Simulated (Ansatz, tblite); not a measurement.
# The cluster B8N+: one state, many levels

An exercise on one series of results from a longer session: the logs are not shown, and one member is left open.

Computed with Ansatz 0.2.0, Gaussian basis. Level: as each input shows.

Plan: GFN1-xTB, GFN2-xTB, PBE-D4/def2-TZVP, r2SCAN-D4/def2-TZVP, ωB97X-V/def2-TZVP, CAM-B3LYP-D4/def2-TZVP, PBE+10HF/def2-SVP, PBE+15HF/def2-SVP, PBE+40HF/def2-SVP, PBE-D4/def2-SVP, PBE0-D4/def2-SVP, HF/6-31G, B3LYP-D4/6-31G, CCSD(T)/def2-TZVPP, MP2/def2-TZVP, RPA/def2-TZVP.

2 further runs of the same task are left out: 2 set aside as unsound or not needed. Runs told in other sessions of the task aren't counted.

## The structure

The geometry is that of the singlet, from an earlier relaxation (PBE0-D4/def2-SVP). At that level it is the lowest of the isomers that a small search found.

9 atoms, charge 1, spin multiplicity 1.

Bond lengths: N1–B2 1.334 Å, N1–B3 1.334 Å, B2–B3 1.950 Å, B2–B8 1.632 Å, B3–B6 1.632 Å, B4–B7 1.576 Å, B4–B8 1.594 Å, B4–B9 1.727 Å, B5–B6 1.594 Å, B5–B7 1.576 Å, B5–B9 1.727 Å, B6–B9 1.720 Å, B7–B9 1.741 Å, B8–B9 1.720 Å. Angles: B2–N1–B3 93.9°, N1–B2–B3 43.0°, N1–B2–B8 152.8°, B3–B2–B8 110.0°, N1–B3–B2 43.0°, N1–B3–B6 152.8°, B2–B3–B6 110.0°, B7–B4–B8 124.4°, B7–B4–B9 63.4°, B8–B4–B9 62.2°, B6–B5–B7 124.4°, B6–B5–B9 62.2°, B7–B5–B9 63.4°, B3–B6–B5 153.3°, B3–B6–B9 94.5°, B5–B6–B9 62.7°, B4–B7–B5 122.0°, B4–B7–B9 62.5° and more.

As a file:

```xyz
9
B8N
N     0.69348    1.73170   -1.68842
B     0.07749    1.80946   -0.50760
B     0.69935    0.39766   -1.70019
B    -0.68039   -0.02283    1.92550
B     0.19861   -2.01843    0.23975
B     0.46706   -1.06075   -1.00588
B    -0.41959   -1.54428    1.60934
B    -0.51022    1.15794    0.86833
B    -0.52578   -0.45049    0.25914
```

The ion is computed in the gas phase, without counter-ions or solvent.

PBE0-D4/def2-TZVP was run before; its log isn't repeated, and its numbers join the tables.

Set-up of the first run:

Tight binding, by tblite at 300 K electronic temperature and without a spin-polarisation term:

```python
tblite.interface.Calculator('GFN1-xTB', numbers, positions, charge=1, uhf=0).singlepoint()
```

Tight binding, by tblite at 300 K electronic temperature and without a spin-polarisation term:

```python
tblite.interface.Calculator('GFN2-xTB', numbers, positions, charge=1, uhf=0).singlepoint()
```

start.molden holds the orbitals of an earlier run on this state, given as this run's starting guess.

Contents of in.yaml:

```yaml
crystal:
  periodic: [false, false, false]
  atoms:
    - {symbol: N, position_ang: [0.693478, 1.731702, -1.688418]}
    - {symbol: B, position_ang: [0.077486, 1.809459, -0.507596]}
    - {symbol: B, position_ang: [0.699353, 0.397663, -1.700189]}
    - {symbol: B, position_ang: [-0.680392, -0.022831, 1.925501]}
    - {symbol: B, position_ang: [0.198608, -2.018430, 0.239750]}
    - {symbol: B, position_ang: [0.467057, -1.060749, -1.005875]}
    - {symbol: B, position_ang: [-0.419589, -1.544275, 1.609340]}
    - {symbol: B, position_ang: [-0.510223, 1.157940, 0.868334]}
    - {symbol: B, position_ang: [-0.525777, -0.450488, 0.259142]}
basis:
  gaussian: {orbitals: def2-TZVP, initial_orbitals: start.molden}
total_charge: 1
hamiltonian: {xc: pbe, dispersion: d4}
scf: {omitted_lower_state_checks: [starts]}
output: {orbitals: {seedname: orbitals}}
```

Launch:

```sh
$ ansatz run in.yaml --threads 4 --pin off --events-out ev --progress --plain --max-ram 4787MiB
```

Steps of the session up to this table: PBE-D4/def2-TZVP; r2SCAN-D4/def2-TZVP; ωB97X-V/def2-TZVP; CAM-B3LYP-D4/def2-TZVP; PBE+10HF/def2-SVP; PBE+15HF/def2-SVP; PBE+40HF/def2-SVP; PBE-D4/def2-SVP; PBE0-D4/def2-SVP; HF/6-31G; B3LYP-D4/6-31G; CCSD(T)/def2-TZVPP; MP2/def2-TZVP; RPA/def2-TZVP.

One of the session's tables, all rows but one given; the rest of the session is left out.

| level | HOMO (eV) | LUMO (eV) | gap (eV) |
| --- | --- | --- | --- |
| HF/6-31G | -13.96 | -6.40 | 7.56 |
| PBE-D4/def2-SVP | -11.39 | -10.82 | 0.58 |
| PBE-D4/def2-TZVP | -11.37 | -10.77 | 0.60 |
| r2SCAN-D4/def2-TZVP | -11.51 | -10.63 | 0.89 |
| B3LYP-D4/6-31G | -11.96 | -10.01 | 1.95 |
| PBE0-D4/def2-SVP | -12.28 | -9.97 | 2.31 |
| PBE0-D4/def2-TZVP | -12.24 | -9.91 | 2.33 |
| CAM-B3LYP-D4/def2-TZVP | ? | ? | ? |
| ωB97X-V/def2-TZVP | -14.20 | -7.79 | 6.41 |
| PBE+10HF/def2-SVP | -11.75 | -10.48 | 1.26 |
| PBE+15HF/def2-SVP | -11.92 | -10.31 | 1.61 |
| PBE+40HF/def2-SVP | -12.82 | -9.46 | 3.36 |

Estimate the missing values for CAM-B3LYP-D4/def2-TZVP.

As computed: HOMO (eV): -13.31; LUMO (eV): -8.74; gap (eV): 4.57. In the column «HOMO (eV)» it lies between HF/6-31G (-13.96) and PBE+40HF/def2-SVP (-12.82).
